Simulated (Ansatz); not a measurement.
What does this script print? It uses Ansatz 0.2.0, Python API.

`vcrelax.py`:
```python
# -*- coding: utf-8 -*-
'''Variable-cell relaxation of ZrTiB4.'''

import ansatz
from ase import Atoms
from ase.neighborlist import neighbor_list
import matplotlib.pyplot as plt
import numpy as np

def edges_and_angles(cell):
    cell = np.asarray(cell)
    a, b, c = np.linalg.norm(cell, axis=1)
    cosines = cell[1] @ cell[2] / (b * c), cell[0] @ cell[2] / (a * c), cell[0] @ cell[1] / (a * b)
    return (a, b, c, *np.degrees(np.arccos(cosines)))


def main():
    system = (
        ansatz.Lattice.of((3.09712, 0.0, 0.0), (-1.54856, 2.68219, 0.0), (0.0, 0.0, 6.7945))
        .atom('Zr', (0.0, 0.0, 0.5))
        .atom('Ti', (0.0, 0.0, 0.0))
        .atom('B', (1 / 3, 2 / 3, 0.76643))
        .atom('B', (1 / 3, 2 / 3, 0.23357))
        .atom('B', (2 / 3, 1 / 3, 0.76643))
        .atom('B', (2 / 3, 1 / 3, 0.23357))
    )

    # shape and ions at fixed volume
    base = (
        system.calculation()
        .functional('lda')
        .basis(34 * ansatz.Ry)
        .kpoints(spacing=0.26)
        .occupations(ansatz.OccupationsMethod.FERMI_DIRAC)
        .scf(max_iterations=65)
        .relax(force_tolerance=0.01, max_steps=30, fix_cell=['volume'], stress_tolerance=0.05)
        .stress()
        .density()
    )
    steps = []


    def collect(event):
        if event['event'] == 'relax_step':
            steps.append(event['data'])


    res = base.session().plan().execute(on_event=collect)
    summary = res.report
    for s in steps:
        flag = '' if s['accepted'] else '  (rejected)'
        print('step %2d  E = %.5f eV  largest force component = %.4f eV/A%s' % (s['step'], s['lagrangian_ev'], s['allowed_force_max_ev_ang'], flag))

    first, last = steps[0], steps[-1]
    symbols = [site.symbol for site in res.lattice.sites]
    print(f'energy gained {first["lagrangian_ev"] - last["lagrangian_ev"]:.4f} eV in {len(steps) - 1} steps')
    for label, vectors in (('before', first['cell_ang']), ('after', res.lattice.cell_ang)):
        print(label, 'a b c (A) {:.4f} {:.4f} {:.4f}  angles {:.2f} {:.2f} {:.2f}'.format(*edges_and_angles(vectors)), f' V = {abs(np.linalg.det(vectors)):.3f} A^3')
    print('final stress xx yy zz (GPa, compression positive):', np.round(np.diag(summary['stress_gpa']), 3) + 0.0)

    fig, (top, bottom) = plt.subplots(2, 1, sharex=True, figsize=(4.5, 4))
    top.plot([s['lagrangian_ev'] - last['lagrangian_ev'] for s in steps], 'o-')
    top.set_ylabel('E - E(final) (eV)')
    bottom.semilogy([max(s['allowed_force_max_ev_ang'], 1e-6) for s in steps], 's-')
    bottom.set(xlabel='step', ylabel='largest force (eV/A)')
    fig.tight_layout()
    fig.savefig('relax.png', dpi=100)

    final = Atoms(symbols, positions=last['positions_ang'], cell=res.lattice.cell_ang, pbc=True)
    i, j, d = neighbor_list('ijd', final, 4.5)
    print('neighbours within 1.2 times the shortest distance of each atom (A)')
    for atom in range(len(final)):
        near = [m for m in np.argsort(d) if i[m] == atom]
        shell = [m for m in near if d[m] < 1.2 * d[near[0]]]
        print(f'{symbols[atom]}{atom} ({len(shell)}):', ', '.join(f'{symbols[j[m]]} {d[m]:.3f}' for m in shell))

    change = np.array(last['positions_ang']) @ np.linalg.inv(last['cell_ang']) - np.array(first['positions_ang']) @ np.linalg.inv(first['cell_ang'])
    moved = np.linalg.norm(change @ np.array(last['cell_ang']), axis=1)
    print('displacement within the cell, strain taken out (A):', ' '.join(f'{s}:{d:.3f}' for s, d in zip(symbols, moved)))

    print('atom   start x y z (A)              end x y z (A)')
    for symbol, a, b in zip(symbols, first['positions_ang'], last['positions_ang']):
        print(f'{symbol:3s}', ' '.join(f'{v:8.4f}' for v in a), '  ', ' '.join(f'{v:8.4f}' for v in b))

    n_atoms = len(summary['lattice']['sites'])
    print('F =', round(summary['free_energy_ev'], 4), 'eV for', n_atoms, 'atoms')
    print('E(sigma -> 0) =', round(summary['energy_sigma0_ev'], 4), 'eV, TS =', round(summary['entropy_ts_ev'], 5), 'eV')
    print('closed by', summary['closed_by'], 'after', summary['n_iterations'], 'iterations')

    # principal values and the von Mises stress of the deviator
    principal = np.linalg.eigvalsh(np.array(summary['stress_gpa']))
    mises = np.sqrt(0.5 * sum((principal[i] - principal[i - 1]) ** 2 for i in range(3)))
    print('principal stresses (GPa, compression positive):', np.round(principal, 3))
    print(f'mean {principal.mean():.3f} GPa, von Mises {mises:.3f} GPa, PV = {principal.mean() * summary["setup"]["cell_volume_ang3"] / 160.21766:.4f} eV')

    rho = res.density()
    total = sum(ch.density_e_per_ang3 for ch in rho.channels[:2]) if len(rho.channels) < 3 else rho.channels[0].density_e_per_ang3
    print('grid', rho.dims, 'electrons', round(float(total.mean() * rho.cell_volume_ang3), 4))
    print(f'density range {total.min():.4f} to {total.max():.4f} e/A^3')
    print(np.array2string(total[:: max(rho.dims[0] // 8, 1), :: max(rho.dims[1] // 8, 1), 0], precision=3, suppress_small=True))


if __name__ == '__main__':
    main()
```

Running `python vcrelax.py` prints:
```text
step  1  E = -7133.40263 eV  largest force component = 0.0076 eV/A
step  2  E = -7133.40321 eV  largest force component = 0.0011 eV/A
step  3  E = -7133.40324 eV  largest force component = 0.0002 eV/A
step  4  E = -7133.40324 eV  largest force component = 0.0001 eV/A
energy gained 0.0006 eV in 3 steps
before a b c (A) 3.0971 3.0971 6.7945  angles 90.00 90.00 120.00  V = 56.442 A^3
after a b c (A) 3.1011 3.1011 6.7773  angles 90.00 90.00 120.00  V = 56.442 A^3
final stress xx yy zz (GPa, compression positive): [-10.187 -10.187 -10.189]
neighbours within 1.2 times the shortest distance of each atom (A)
Zr0 (12): B 2.543, B 2.543, B 2.543, B 2.543, B 2.543, B 2.543, B 2.543, B 2.543, B 2.543, B 2.543, B 2.543, B 2.543
Ti1 (12): B 2.389, B 2.389, B 2.389, B 2.389, B 2.389, B 2.389, B 2.389, B 2.389, B 2.389, B 2.389, B 2.389, B 2.389
B2 (3): B 1.790, B 1.790, B 1.790
B3 (3): B 1.790, B 1.790, B 1.790
B4 (3): B 1.790, B 1.790, B 1.790
B5 (3): B 1.790, B 1.790, B 1.790
displacement within the cell, strain taken out (A): Zr:0.000 Ti:0.000 B:0.001 B:0.001 B:0.001 B:0.001
atom   start x y z (A)              end x y z (A)
Zr    0.0000   0.0000   3.3973     -0.0000   0.0000   3.3886
Ti    0.0000   0.0000   0.0000     -0.0000  -0.0000  -0.0000
B     0.0000   1.7881   5.2075      0.0000   1.7904   5.1949
B     0.0000   1.7881   1.5870      0.0000   1.7904   1.5824
B     1.5486   0.8941   5.2075      1.5505   0.8952   5.1949
B     1.5486   0.8941   1.5870      1.5505   0.8952   1.5824
F = -7133.4032 eV for 6 atoms
E(sigma -> 0) = -7133.389 eV, TS = 0.02838 eV
closed by deck_thresholds after 7 iterations
principal stresses (GPa, compression positive): [-10.189 -10.187 -10.187]
mean -10.188 GPa, von Mises 0.003 GPa, PV = -3.5889 eV
grid (24, 24, 48) electrons 36.0
density range 0.1599 to 10.1459 e/A^3
[[10.146  7.471  1.246  0.233  0.185  0.233  1.246  7.471]
 [ 7.471  7.471  2.395  0.332  0.192  0.192  0.332  2.395]
 [ 1.246  2.395  1.246  0.332  0.2    0.191  0.2    0.332]
 [ 0.233  0.332  0.332  0.233  0.192  0.191  0.191  0.192]
 [ 0.185  0.192  0.2    0.192  0.185  0.192  0.2    0.192]
 [ 0.233  0.192  0.191  0.191  0.192  0.233  0.332  0.332]
 [ 1.246  0.332  0.2    0.191  0.2    0.332  1.246  2.395]
 [ 7.471  2.395  0.332  0.192  0.192  0.332  2.395  7.471]]
```

Notes:
- Absolute energies stand on the zero of these potentials, so only differences at equal settings mean something. A total without «per atom» is that of the cell as typed.
- No spin polarisation was allowed.
- Part of the cell is held or a pressure is applied, so the end point needn't be the zero-pressure lattice.
- The mesh is modest for a metal, so energies can be off by several to tens of meV an atom and pressures by half a GPa or more; differences at equal mesh fare better.
- Energies along a relaxation are free energies. Rows at an unchanged volume are solved on a plane-wave basis chosen afresh for that cell, so the energy jumps there and such rows are no steps of the walk.
- Densities and potentials on the grid are those of the valence electrons, and inside the cores they hang on the potentials used.
- This cell is a computed structure, which may not be the phase found in nature.
- Hardware and time: 15 s on 1 thread of Intel(R) Xeon(R) Platinum 8259CL CPU @ 2.50GHz (Skylake/Cascade Lake), with other jobs on the host, peak memory 0.55 GiB.
